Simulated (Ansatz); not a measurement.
**CH9N3OSn: how energies converge with the basis set**

An exercise on one series of results from a longer session: the logs are not shown, and one member is left open.

Method: one geometry, several basis sets; program: Ansatz 0.2.0, Gaussian basis.

Levels to be run: PBE0-D4/def2-SVP; ωB97M-V/def2-SVP; PBE0-D4/def2-QZVPP; ωB97M-V/def2-QZVPP; the functionals' def2-TZVPP values are taken from earlier runs.

### The relaxed structure

All runs share one geometry, relaxed beforehand with PBE0-D4 in a triple-zeta def2 set. Sn takes the def2 core potential; no spin-orbit term is included.

SMILES `C[O][Sn]([NH2])([NH2])[NH2]`, 15 atoms, charge 0, spin multiplicity 1.

Atoms are counted from 1 here; the program's logs count them from 0.

Bond lengths: C1–O2 1.407 Å, C1–H7 1.094 Å, C1–H8 1.098 Å, C1–H9 1.097 Å, O2–Sn3 1.957 Å, Sn3–N4 2.017 Å, Sn3–N5 2.004 Å, Sn3–N6 2.020 Å, N4–H10 1.012 Å, N4–H11 1.013 Å, N5–H12 1.010 Å, N5–H13 1.010 Å, N6–H14 1.012 Å, N6–H15 1.012 Å. Angles: O2–C1–H7 108.3°, O2–C1–H8 112.0°, O2–C1–H9 112.4°, H7–C1–H8 107.9°, H7–C1–H9 108.0°, H8–C1–H9 108.1°, C1–O2–Sn3 120.4°, O2–Sn3–N4 102.1°, O2–Sn3–N5 109.7°, O2–Sn3–N6 106.4°, N4–Sn3–N5 109.9°, N4–Sn3–N6 121.1°, N5–Sn3–N6 107.3°, Sn3–N4–H10 113.8°, Sn3–N4–H11 110.7°, H10–N4–H11 107.7°, Sn3–N5–H12 114.4°, Sn3–N5–H13 115.4° and more.

The first run:

in.yaml reads:

```yaml
crystal:
  periodic: [false, false, false]
  atoms:
    - {symbol: C, position_ang: [-0.573402, -1.351645, 1.876893]}
    - {symbol: O, position_ang: [-0.069840, -1.426622, 0.564920]}
    - {symbol: Sn, position_ang: [0.210254, 0.202218, -0.483168]}
    - {symbol: N, position_ang: [1.626640, -0.379429, -1.796417]}
    - {symbol: N, position_ang: [0.930551, 1.650275, 0.699772]}
    - {symbol: N, position_ang: [-1.614569, 0.795479, -1.113343]}
    - {symbol: H, position_ang: [-0.461845, -2.334981, 2.343925]}
    - {symbol: H, position_ang: [-1.639555, -1.089278, 1.893883]}
    - {symbol: H, position_ang: [-0.033010, -0.620769, 2.491610]}
    - {symbol: H, position_ang: [1.377802, -0.215740, -2.763460]}
    - {symbol: H, position_ang: [1.828507, -1.367013, -1.692382]}
    - {symbol: H, position_ang: [1.845978, 1.987152, 0.437347]}
    - {symbol: H, position_ang: [0.311612, 2.433453, 0.852880]}
    - {symbol: H, position_ang: [-1.612339, 1.603655, -1.721678]}
    - {symbol: H, position_ang: [-2.148685, 0.062343, -1.561581]}
basis:
  gaussian: {orbitals: def2-SVP}
hamiltonian: {xc: pbe0, dispersion: d4}
output: {orbitals: {seedname: orbitals}}
```

On the command line:

```
$ ansatz run in.yaml --threads 4 --pin off --events-out ev --progress --plain --max-ram 11315MiB
```

Among the steps run: PBE0-D4 in def2-SVP; ωB97M-V in def2-SVP; PBE0-D4 in def2-QZVPP; ωB97M-V in def2-QZVPP.

One table of the session follows, with a row left open; its other results are not shown here.

It belongs to the step «Density functionals: the series». 

| functional | basis | HOMO (eV) |
| --- | --- | --- |
| PBE0-D4 | def2-SVP | -6.84 |
| PBE0-D4 | def2-TZVPP | -7.13 |
| PBE0-D4 | def2-QZVPP | -7.18 |
| ωB97M-V | def2-SVP | ? |
| ωB97M-V | def2-TZVPP | -9.49 |
| ωB97M-V | def2-QZVPP | -9.54 |

**Question.** Estimate the row for ωB97M-V, def2-SVP.

The run gave: HOMO (eV): -9.20. In the column «HOMO (eV)» it lies between ωB97M-V, def2-TZVPP (-9.49) and PBE0-D4, def2-QZVPP (-7.18).
